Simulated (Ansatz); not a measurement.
Runs of Ansatz 0.2.0 on GeCN2. The structure is trigonal, space group R-3m (No. 166). The conventional cell has a = 3.588 Å, b = 3.588 Å, c = 14.766 Å, α = 90.00°, β = 90.00°, γ = 120.00°. Ge (site symmetry -3m) is surrounded by 6 N at 2.40 Å. Around N (site symmetry 3m) lie 1 C at 1.24 Å. Around C (site symmetry -3m) lie 2 N at 1.24 Å. The cell comes from a database or a generator and needn't be the stable form of this composition.

```csv
task,level,cell,k mesh,cutoff (eV),smearing,level,run kind,points for each segment of the path,gap on the mesh (eV),pressure (GPa),V0 of scaled cells (Å³/atom),relaxed volume (Å³/atom),B0 (GPa),largest force (eV/Å)
Born charges and dielectric tensor,PBE,as given,8 × 8 × 8,420,fixed,-,-,-,1.04,-,-,-,-,-
relaxation of cell and atoms,PBEsol+D3(BJ)+ATM,relaxed,9 × 9 × 9,420,fermi-dirac 0.05 eV,-,-,-,1.04,0.0,-,13.65,-,-
equation of state,PBE,as given,9 × 9 × 9,420,fermi-dirac 0.05 eV,-,-,-,-,-,13.72,-,130,-
equation of state,r2SCAN,as given,9 × 9 × 9,500,fermi-dirac 0.05 eV,-,-,-,-,-,(a),-,140,-
relaxation of cell and atoms,PBE0,relaxed,6 × 6 × 6,420,fermi-dirac 0.05 eV,-,-,-,2.25,-,-,(b),-,-
band structure,HSE06,as given,6 × 6 × 6,420,fixed,hse06,scf,-,1.68,-,-,-,-,(c)
equation of state,LDA,as given,9 × 9 × 9,420,fermi-dirac 0.05 eV,-,-,-,-,-,13.04,-,146,-
band structure,LDA,as given,9 × 9 × 9,420,fermi-dirac 0.05 eV,-,-,14,0.97,-6.7,-,-,-,0.33
```

Alike in all rows: potentials or basis Ansatz PAW; no spin polarisation.

Task: Estimate the missing entries.

Result: (a) 13.39; (b) 13.51; (c) 0.96.

Caveats: the PAW data sets come from PBE, with cores solved anew for the run's functional, which leaves a small shift of forces and pressure (some runs); the cell was scaled at fixed shape and fractional positions, which overstates the stiffness of a crystal with free parameters, most of all of layers and chains (some runs); the plane-wave basis is chosen anew once the cell has moved, so the energies of steps on either side of that aren't comparable (some runs); odd divisions of the mesh miss points on the zone boundary, where band edges often lie, so the gap on the mesh can be too wide (some runs).

A k mesh can miss the band edges, and the runs leave out spin-orbit coupling on Ge.

Not every run made on this cell is shown here.
